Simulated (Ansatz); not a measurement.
# Ga₂F (doublet): PBE, BLYP, r2SCAN, PBE0, B3LYP over vertical spin and charge gaps and displaced geometries, cc-pVDZ, part 2 of 2

Ansatz 0.2.0, Gaussian basis; cc-pVDZ, all electrons in the functionals.

## 18. PBE0, charge 0, doublet

in.yaml reads:

```yaml
crystal:
  periodic: [false, false, false]
  atoms:
    - {symbol: F, position_ang: [0.000000, -1.257606, 0.000000]}
    - {symbol: Ga, position_ang: [0.000000, 0.171339, 1.432973]}
    - {symbol: Ga, position_ang: [0.000000, 0.171339, -1.432973]}
basis:
  gaussian: {orbitals: cc-pVDZ}
magnetization: {spin_polarized: true, initial_magnetization: 1}
hamiltonian: {xc: {name: PBE0}}
output: {orbitals: {seedname: orbitals}}
```

On the command line:

```sh
ansatz run in.yaml --threads 1 --pin off --events-out ev --progress --plain --max-ram 2393MiB
```

Standard output, cut to the lines that bear on the results:

```text
Functional definition: PBE0
  name "PBE0"
  cite "Adamo & Barone, J. Chem. Phys. 110, 6158 (1999) doi:10.1063/1.478522"
  cite "Perdew, Burke & Ernzerhof, Phys. Rev. Lett. 77, 3865 (1996) doi:10.1103/PhysRevLett.77.3865"
  parent pbe
[...]
783 factors; integrals over basis functions are off by at most 6.0e-4 eV
[...]
mean field -107455.98521957 eV, -3948.9346205364 hartree, gradient 2.1e-5 eV, S^2 0.758034; 1 other end points of the search recorded, 0 dependent functions left out
reference -107455.98524645 eV, -3948.9346215241 hartree; 36, 35 occupied and 32, 33 virtual orbitals, 783 factors
Total energy: -107455.98524645 eV, -3948.9346215241 hartree
```

Run time: 4.5 s. Hardware: 1 thread of Arm Neoverse V2, shared host.

From the report: ⟨S²⟩ of the determinant 0.758 (pure doublet: 0.75).

## 19. PBE0, charge 0, quartet

in.yaml, as its differences from that of step 18:

```diff
@@ -8,3 +8,3 @@
   gaussian: {orbitals: cc-pVDZ}
-magnetization: {spin_polarized: true, initial_magnetization: 1}
+magnetization: {spin_polarized: true, initial_magnetization: 3}
 hamiltonian: {xc: {name: PBE0}}
```

The command is unchanged.

Standard output, cut to the lines that bear on the results:

```text
Functional definition: PBE0
  name "PBE0"
  cite "Adamo & Barone, J. Chem. Phys. 110, 6158 (1999) doi:10.1063/1.478522"
  cite "Perdew, Burke & Ernzerhof, Phys. Rev. Lett. 77, 3865 (1996) doi:10.1103/PhysRevLett.77.3865"
  parent pbe
[...]
783 factors; integrals over basis functions are off by at most 6.0e-4 eV
[...]
mean field -107452.58491150 eV, -3948.8096615195 hartree, gradient 1.6e-5 eV, S^2 3.754722; 6 other end points of the search recorded, 0 dependent functions left out
reference -107452.58493858 eV, -3948.8096625147 hartree; 37, 34 occupied and 31, 34 virtual orbitals, 783 factors
Total energy: -107452.58493858 eV, -3948.8096625147 hartree
```

Run time: 10 s. Hardware: 1 thread of Arm Neoverse V2, shared host.

From the report: ⟨S²⟩ of the determinant 3.755 (pure quartet: 3.75).

From charge 0, doublet: +78.4 kcal/mol.

## 20. PBE0, charge 1, singlet

in.yaml, as its differences from that of step 19:

```diff
@@ -8,4 +8,4 @@
   gaussian: {orbitals: cc-pVDZ}
-magnetization: {spin_polarized: true, initial_magnetization: 3}
+total_charge: 1
 hamiltonian: {xc: {name: PBE0}}
-output: {orbitals: {seedname: orbitals}}
+output: {forces: true, orbitals: {seedname: orbitals}}
```

Same command.

Standard output, cut to the lines that bear on the results:

```text
Functional definition: PBE0
  name "PBE0"
  cite "Adamo & Barone, J. Chem. Phys. 110, 6158 (1999) doi:10.1063/1.478522"
  cite "Perdew, Burke & Ernzerhof, Phys. Rev. Lett. 77, 3865 (1996) doi:10.1103/PhysRevLett.77.3865"
  parent pbe
[...]
783 factors; integrals over basis functions are off by at most 6.0e-4 eV
[...]
reference -107449.83932186 eV, -3948.7087629612 hartree; 35, 35 occupied and 33, 33 virtual orbitals, 783 factors
Total energy: -107449.83932186 eV, -3948.7087629612 hartree
Atom 0 at     0.000000    -1.257606     0.000000 Å, force     0.000000     0.696187     0.000000 eV/Å
Atom 1 at     0.000000     0.171339     1.432973 Å, force    -0.000000    -0.348093     0.890370 eV/Å
Atom 2 at     0.000000     0.171339    -1.432973 Å, force     0.000000    -0.348093    -0.890370 eV/Å
Dipole moment:    -0.000000     0.322874    -0.000000 e Å
```

Wall time 2.6 s (1 thread of Arm Neoverse V2, shared host).

From charge 0, doublet: +141.7 kcal/mol.

## 21. PBE0, charge 1, triplet

in.yaml, as its differences from that of step 20:

```diff
@@ -9,3 +9,4 @@
 total_charge: 1
+magnetization: {spin_polarized: true, initial_magnetization: 2}
 hamiltonian: {xc: {name: PBE0}}
-output: {forces: true, orbitals: {seedname: orbitals}}
+output: {orbitals: {seedname: orbitals}}
```

Same command.

Standard output, cut to the lines that bear on the results:

```text
Functional definition: PBE0
  name "PBE0"
  cite "Adamo & Barone, J. Chem. Phys. 110, 6158 (1999) doi:10.1063/1.478522"
  cite "Perdew, Burke & Ernzerhof, Phys. Rev. Lett. 77, 3865 (1996) doi:10.1103/PhysRevLett.77.3865"
  parent pbe
[...]
783 factors; integrals over basis functions are off by at most 6.0e-4 eV
[...]
mean field -107446.59997899 eV, -3948.5897193067 hartree, gradient 9.1e-6 eV, S^2 2.005922; 2 other end points of the search recorded, 0 dependent functions left out
reference -107446.60000884 eV, -3948.5897204036 hartree; 36, 34 occupied and 32, 34 virtual orbitals, 783 factors
Total energy: -107446.60000884 eV, -3948.5897204036 hartree
```

Wall time 4.9 s (1 thread of Arm Neoverse V2, shared host).

From the report: ⟨S²⟩ of the determinant 2.006 (pure triplet: 2.00).

From charge 0, doublet: +216.4 kcal/mol.

## 22. PBE0, displaced geometry v1

in.yaml reads:

```yaml
crystal:
  periodic: [false, false, false]
  atoms:
    - {symbol: F, position_ang: [-0.020373, -1.269498, 0.028568]}
    - {symbol: Ga, position_ang: [-0.021206, 0.143304, 1.450387]}
    - {symbol: Ga, position_ang: [0.026758, 0.202614, -1.458172]}
basis:
  gaussian: {orbitals: cc-pVDZ}
magnetization: {spin_polarized: true, initial_magnetization: 1}
hamiltonian: {xc: {name: PBE0}}
output: {forces: true, orbitals: {seedname: orbitals}}
```

Launched as before.

Standard output:

```text
Functional definition: PBE0
  name "PBE0"
  cite "Adamo & Barone, J. Chem. Phys. 110, 6158 (1999) doi:10.1063/1.478522"
  cite "Perdew, Burke & Ernzerhof, Phys. Rev. Lett. 77, 3865 (1996) doi:10.1103/PhysRevLett.77.3865"
  parent pbe
  parameter a = 0.25
  parameter kappa = 0.804
  parameter beta = 0.06672455060314922
  exchange = (1 - a)*pbe_x(kappa = kappa, mu = beta*pi^2/3) + a*exact_x
  correlation = pbe_c(beta = beta)
784 factors; integrals over basis functions are off by at most 6.5e-4 eV
mean field evaluation 1: about -107453.8035 eV, gradient 2.5e1 eV
mean field evaluation 2: about -107440.3548 eV, gradient 6.8e1 eV
mean field evaluation 4: about -107455.9415 eV, gradient 6.4e-1 eV
mean field evaluation 8: about -107455.9732 eV, gradient 3.9e-2 eV
mean field evaluation 16: about -107455.9732 eV, gradient 8.8e-5 eV
mean field -107455.97317749 eV, -3948.9341779982 hartree, gradient 2.1e-5 eV, S^2 0.757710; 1 other end points of the search recorded, 0 dependent functions left out
the calculation of the forces begins
reference -107455.97320445 eV, -3948.9341789888 hartree; 36, 35 occupied and 32, 33 virtual orbitals, 784 factors
Total energy: -107455.97320445 eV, -3948.9341789888 hartree
Atom 0 at    -0.020373    -1.269498     0.028568 Å, force     0.007881     0.303137    -0.193321 eV/Å
Atom 1 at    -0.021206     0.143304     1.450387 Å, force     0.000385    -0.055522    -0.077673 eV/Å
Atom 2 at     0.026758     0.202614    -1.458172 Å, force    -0.008266    -0.247615     0.270994 eV/Å
Dipole moment:     0.003565     0.204510    -0.022090 e Å
```

Run time: 5.5 s. Hardware: 1 thread of Arm Neoverse V2, shared host.

From the report: ⟨S²⟩ of the determinant 0.758 (pure doublet: 0.75).

From charge 0, doublet: +0.3 kcal/mol.

## 23. PBE0, displaced geometry v2

in.yaml reads:

```yaml
crystal:
  periodic: [false, false, false]
  atoms:
    - {symbol: F, position_ang: [0.111388, -1.250708, -0.006604]}
    - {symbol: Ga, position_ang: [-0.053486, 0.186611, 1.437963]}
    - {symbol: Ga, position_ang: [0.023134, 0.154187, -1.436163]}
basis:
  gaussian: {orbitals: cc-pVDZ}
magnetization: {spin_polarized: true, initial_magnetization: 1}
hamiltonian: {xc: {name: PBE0}}
output: {orbitals: {seedname: orbitals}}
```

The command is unchanged.

Standard output, cut to the lines that bear on the results:

```text
Functional definition: PBE0
  name "PBE0"
  cite "Adamo & Barone, J. Chem. Phys. 110, 6158 (1999) doi:10.1063/1.478522"
  cite "Perdew, Burke & Ernzerhof, Phys. Rev. Lett. 77, 3865 (1996) doi:10.1103/PhysRevLett.77.3865"
  parent pbe
[...]
784 factors; integrals over basis functions are off by at most 6.1e-4 eV
[...]
mean field -107455.98422347 eV, -3948.9345839303 hartree, gradient 2.5e-5 eV, S^2 0.757951; 1 other end points of the search recorded, 0 dependent functions left out
reference -107455.98425033 eV, -3948.9345849175 hartree; 36, 35 occupied and 32, 33 virtual orbitals, 784 factors
Total energy: -107455.98425033 eV, -3948.9345849175 hartree
```

It took 4.4 s on 1 thread of Arm Neoverse V2, shared host.

From the report: ⟨S²⟩ of the determinant 0.758 (pure doublet: 0.75).

From charge 0, doublet: 0.0 kcal/mol.

## 24. B3LYP, charge 0, doublet

in.yaml reads:

```yaml
crystal:
  periodic: [false, false, false]
  atoms:
    - {symbol: F, position_ang: [0.000000, -1.257606, 0.000000]}
    - {symbol: Ga, position_ang: [0.000000, 0.171339, 1.432973]}
    - {symbol: Ga, position_ang: [0.000000, 0.171339, -1.432973]}
basis:
  gaussian: {orbitals: cc-pVDZ}
magnetization: {spin_polarized: true, initial_magnetization: 1}
hamiltonian: {xc: {name: B3LYP}}
```

Launched as before.

Standard output, cut to the lines that bear on the results:

```text
Functional definition: B3LYP
  name "B3LYP"
  cite "Stephens, Devlin, Chabalowski & Frisch, J. Phys. Chem. 98, 11623 (1994) doi:10.1021/j100096a001"
  cite "Becke, Phys. Rev. A 38, 3098 (1988) doi:10.1103/PhysRevA.38.3098"
  cite "Lee, Yang & Parr, Phys. Rev. B 37, 785 (1988) doi:10.1103/PhysRevB.37.785"
  cite "Vosko, Wilk & Nusair, Can. J. Phys. 58, 1200 (1980) doi:10.1139/p80-159"
[...]
783 factors; integrals over basis functions are off by at most 6.0e-4 eV
[...]
mean field -107475.24834919 eV, -3949.6425274930 hartree, gradient 1.6e-5 eV, S^2 0.754428; 4 other end points of the search recorded, 0 dependent functions left out
reference -107475.24855027 eV, -3949.6425348824 hartree; 36, 35 occupied and 32, 33 virtual orbitals, 783 factors
Total energy: -107475.24855027 eV, -3949.6425348824 hartree
```

Wall time 7.5 s (1 thread of Arm Neoverse V2, shared host).

From the report: ⟨S²⟩ of the determinant 0.754 (pure doublet: 0.75).

## 25. B3LYP, charge 0, quartet

in.yaml, as its differences from that of step 24:

```diff
@@ -8,3 +8,3 @@
   gaussian: {orbitals: cc-pVDZ}
-magnetization: {spin_polarized: true, initial_magnetization: 1}
+magnetization: {spin_polarized: true, initial_magnetization: 3}
 hamiltonian: {xc: {name: B3LYP}}
```

Same command.

Standard output, cut to the lines that bear on the results:

```text
Functional definition: B3LYP
  name "B3LYP"
  cite "Stephens, Devlin, Chabalowski & Frisch, J. Phys. Chem. 98, 11623 (1994) doi:10.1021/j100096a001"
  cite "Becke, Phys. Rev. A 38, 3098 (1988) doi:10.1103/PhysRevA.38.3098"
  cite "Lee, Yang & Parr, Phys. Rev. B 37, 785 (1988) doi:10.1103/PhysRevB.37.785"
  cite "Vosko, Wilk & Nusair, Can. J. Phys. 58, 1200 (1980) doi:10.1139/p80-159"
[...]
783 factors; integrals over basis functions are off by at most 6.0e-4 eV
[...]
mean field -107471.57452631 eV, -3949.5075169922 hartree, gradient 1.1e-5 eV, S^2 3.753129; 7 other end points of the search recorded, 0 dependent functions left out
reference -107471.57472478 eV, -3949.5075242861 hartree; 37, 34 occupied and 31, 34 virtual orbitals, 783 factors
Total energy: -107471.57472478 eV, -3949.5075242861 hartree
```

Wall time 11 s (1 thread of Arm Neoverse V2, shared host).

From the report: ⟨S²⟩ of the determinant 3.753 (pure quartet: 3.75).

From charge 0, doublet: +84.7 kcal/mol.

## 26. B3LYP, charge 1, singlet

in.yaml, as its differences from that of step 25:

```diff
@@ -8,3 +8,3 @@
   gaussian: {orbitals: cc-pVDZ}
-magnetization: {spin_polarized: true, initial_magnetization: 3}
+total_charge: 1
 hamiltonian: {xc: {name: B3LYP}}
```

Same command.

Standard output, cut to the lines that bear on the results:

```text
Functional definition: B3LYP
  name "B3LYP"
  cite "Stephens, Devlin, Chabalowski & Frisch, J. Phys. Chem. 98, 11623 (1994) doi:10.1021/j100096a001"
  cite "Becke, Phys. Rev. A 38, 3098 (1988) doi:10.1103/PhysRevA.38.3098"
  cite "Lee, Yang & Parr, Phys. Rev. B 37, 785 (1988) doi:10.1103/PhysRevB.37.785"
  cite "Vosko, Wilk & Nusair, Can. J. Phys. 58, 1200 (1980) doi:10.1139/p80-159"
[...]
783 factors; integrals over basis functions are off by at most 6.0e-4 eV
[...]
mean field -107469.14384402 eV, -3949.4181910656 hartree, gradient 1.4e-5 eV, S^2 0.000000; 0 other end points of the search recorded, 0 dependent functions left out
reference -107469.14404768 eV, -3949.4181985502 hartree; 35, 35 occupied and 33, 33 virtual orbitals, 783 factors
Total energy: -107469.14404768 eV, -3949.4181985502 hartree
```

Wall time 2 s (1 thread of Arm Neoverse V2, shared host).

From charge 0, doublet: +140.8 kcal/mol.

## 27. B3LYP, charge 1, triplet

in.yaml, as its differences from that of step 26:

```diff
@@ -9,2 +9,3 @@
 total_charge: 1
+magnetization: {spin_polarized: true, initial_magnetization: 2}
 hamiltonian: {xc: {name: B3LYP}}
```

Launched as before.

Standard output, cut to the lines that bear on the results:

```text
Functional definition: B3LYP
  name "B3LYP"
  cite "Stephens, Devlin, Chabalowski & Frisch, J. Phys. Chem. 98, 11623 (1994) doi:10.1021/j100096a001"
  cite "Becke, Phys. Rev. A 38, 3098 (1988) doi:10.1103/PhysRevA.38.3098"
  cite "Lee, Yang & Parr, Phys. Rev. B 37, 785 (1988) doi:10.1103/PhysRevB.37.785"
  cite "Vosko, Wilk & Nusair, Can. J. Phys. 58, 1200 (1980) doi:10.1139/p80-159"
[...]
783 factors; integrals over basis functions are off by at most 6.0e-4 eV
[...]
mean field -107465.68934991 eV, -3949.2912407486 hartree, gradient 5.5e-6 eV, S^2 2.004058; 2 other end points of the search recorded, 0 dependent functions left out
reference -107465.68955965 eV, -3949.2912484567 hartree; 36, 34 occupied and 32, 34 virtual orbitals, 783 factors
Total energy: -107465.68955965 eV, -3949.2912484567 hartree
```

Wall time 4.8 s (1 thread of Arm Neoverse V2, shared host).

From the report: ⟨S²⟩ of the determinant 2.004 (pure triplet: 2.00).

From charge 0, doublet: +220.4 kcal/mol.

## 28. B3LYP, displaced geometry v1

in.yaml reads:

```yaml
crystal:
  periodic: [false, false, false]
  atoms:
    - {symbol: F, position_ang: [-0.020373, -1.269498, 0.028568]}
    - {symbol: Ga, position_ang: [-0.021206, 0.143304, 1.450387]}
    - {symbol: Ga, position_ang: [0.026758, 0.202614, -1.458172]}
basis:
  gaussian: {orbitals: cc-pVDZ}
magnetization: {spin_polarized: true, initial_magnetization: 1}
hamiltonian: {xc: {name: B3LYP}}
```

The command is unchanged.

Standard output, cut to the lines that bear on the results:

```text
Functional definition: B3LYP
  name "B3LYP"
  cite "Stephens, Devlin, Chabalowski & Frisch, J. Phys. Chem. 98, 11623 (1994) doi:10.1021/j100096a001"
  cite "Becke, Phys. Rev. A 38, 3098 (1988) doi:10.1103/PhysRevA.38.3098"
  cite "Lee, Yang & Parr, Phys. Rev. B 37, 785 (1988) doi:10.1103/PhysRevB.37.785"
  cite "Vosko, Wilk & Nusair, Can. J. Phys. 58, 1200 (1980) doi:10.1139/p80-159"
[...]
784 factors; integrals over basis functions are off by at most 6.5e-4 eV
[...]
mean field -107475.24667763 eV, -3949.6424660642 hartree, gradient 1.3e-5 eV, S^2 0.754250; 4 other end points of the search recorded, 0 dependent functions left out
reference -107475.24687951 eV, -3949.6424734833 hartree; 36, 35 occupied and 32, 33 virtual orbitals, 784 factors
Total energy: -107475.24687951 eV, -3949.6424734833 hartree
```

Wall time 7.5 s (1 thread of Arm Neoverse V2, shared host).

From the report: ⟨S²⟩ of the determinant 0.754 (pure doublet: 0.75).

From charge 0, doublet: 0.0 kcal/mol.

## 29. B3LYP, displaced geometry v2

in.yaml reads:

```yaml
crystal:
  periodic: [false, false, false]
  atoms:
    - {symbol: F, position_ang: [0.111388, -1.250708, -0.006604]}
    - {symbol: Ga, position_ang: [-0.053486, 0.186611, 1.437963]}
    - {symbol: Ga, position_ang: [0.023134, 0.154187, -1.436163]}
basis:
  gaussian: {orbitals: cc-pVDZ}
magnetization: {spin_polarized: true, initial_magnetization: 1}
hamiltonian: {xc: {name: B3LYP}}
```

Same command.

Standard output, cut to the lines that bear on the results:

```text
Functional definition: B3LYP
  name "B3LYP"
  cite "Stephens, Devlin, Chabalowski & Frisch, J. Phys. Chem. 98, 11623 (1994) doi:10.1021/j100096a001"
  cite "Becke, Phys. Rev. A 38, 3098 (1988) doi:10.1103/PhysRevA.38.3098"
  cite "Lee, Yang & Parr, Phys. Rev. B 37, 785 (1988) doi:10.1103/PhysRevB.37.785"
  cite "Vosko, Wilk & Nusair, Can. J. Phys. 58, 1200 (1980) doi:10.1139/p80-159"
[...]
784 factors; integrals over basis functions are off by at most 6.1e-4 eV
[...]
mean field -107475.24908297 eV, -3949.6425544589 hartree, gradient 9.8e-6 eV, S^2 0.754381; 4 other end points of the search recorded, 0 dependent functions left out
reference -107475.24928401 eV, -3949.6425618471 hartree; 36, 35 occupied and 32, 33 virtual orbitals, 784 factors
Total energy: -107475.24928401 eV, -3949.6425618471 hartree
```

It took 7 s on 1 thread of Arm Neoverse V2, shared host.

From the report: ⟨S²⟩ of the determinant 0.754 (pure doublet: 0.75).

From charge 0, doublet: 0.0 kcal/mol.

## 30. The comparison

The yardstick is UCCSDT(Q), where the cluster series has nearly closed. It and the other wave-function rows come from earlier runs at the same points. Energies in kcal/mol, counted from charge 0, doublet; blanks weren't run or aren't comparable.

```csv
level,doublet to quartet,ionisation to the singlet cation,ionisation to the triplet cation,displacement v1,displacement v2
UCCSDT(Q),67.8,133.4,205.6,0.1,0.0
PBE,77.6,141.0,215.2,0.0,0.0
BLYP,82.7,,,-0.2,0.0
r2SCAN,74.9,145.7,216.9,0.4,0.0
PBE0,78.4,141.7,216.4,0.3,0.0
B3LYP,84.7,140.8,220.4,0.0,0.0
RHF,,125.6,,0.0,-0.1
UHF,57.1,129.0,,0.1,0.0
RMP2,70.7,131.4,205.1,0.1,0.0
UMP2,68.4,130.8,203.8,0.1,0.0
RCCSD,73.2,132.6,207.8,0.1,0.0
RCCSD(T),69.4,133.1,206.4,0.1,0.0
UCCSD(T),70.9,133.2,206.2,0.1,0.0
RCCSDT(Q),68.0,133.3,205.9,0.1,0.0
```

Largest miss and mean time a point (UCCSDT(Q) took 66 s a point; shared hosts):

```csv
level,largest miss (kcal/mol),where,time a point
PBE,+9.8,doublet to quartet,5.9 s
BLYP,+15.0,doublet to quartet,7 s
r2SCAN,+12.2,ionisation to the singlet cation,19 s
PBE0,+10.8,ionisation to the triplet cation,5.3 s
B3LYP,+17.0,doublet to quartet,6.7 s
RHF,-7.8,ionisation to the singlet cation,
UHF,-10.7,doublet to quartet,
RMP2,+2.9,doublet to quartet,
UMP2,-2.6,ionisation to the singlet cation,
RCCSD,+5.5,doublet to quartet,
RCCSD(T),+1.6,doublet to quartet,22 s
UCCSD(T),+3.1,doublet to quartet,30 s
RCCSDT(Q),+0.3,ionisation to the triplet cation,54 s
```

## 31. Outcome

The summary covers parts 1 to 2.

```
                                   quantity                                              value
              doublet to quartet, UCCSDT(Q)                                      67.8 kcal/mol
ionisation to the singlet cation, UCCSDT(Q)                                     133.4 kcal/mol
ionisation to the triplet cation, UCCSDT(Q)                                     205.6 kcal/mol
                 displacement v1, UCCSDT(Q)                                       0.1 kcal/mol
                 displacement v2, UCCSDT(Q)                                       0.0 kcal/mol
                          largest miss, PBE                 +9.8 kcal/mol (doublet to quartet)
                         largest miss, BLYP                +15.0 kcal/mol (doublet to quartet)
                       largest miss, r2SCAN  +12.2 kcal/mol (ionisation to the singlet cation)
                         largest miss, PBE0  +10.8 kcal/mol (ionisation to the triplet cation)
                        largest miss, B3LYP                +17.0 kcal/mol (doublet to quartet)
                     largest miss, RCCSD(T)                 +1.6 kcal/mol (doublet to quartet)
                     largest miss, UCCSD(T)                 +3.1 kcal/mol (doublet to quartet)
```

What this shows: Misses are known at 5 of 5 points at best, and only functionals with that many are ranked. Of the functionals, PBE keep the smallest largest miss at the points compared (at most 9.8 kcal/mol) and B3LYP strays most (17.0 kcal/mol, at doublet to quartet). Functionals and the yardstick converge differently with the basis, so part of each miss in cc-pVDZ is the basis.
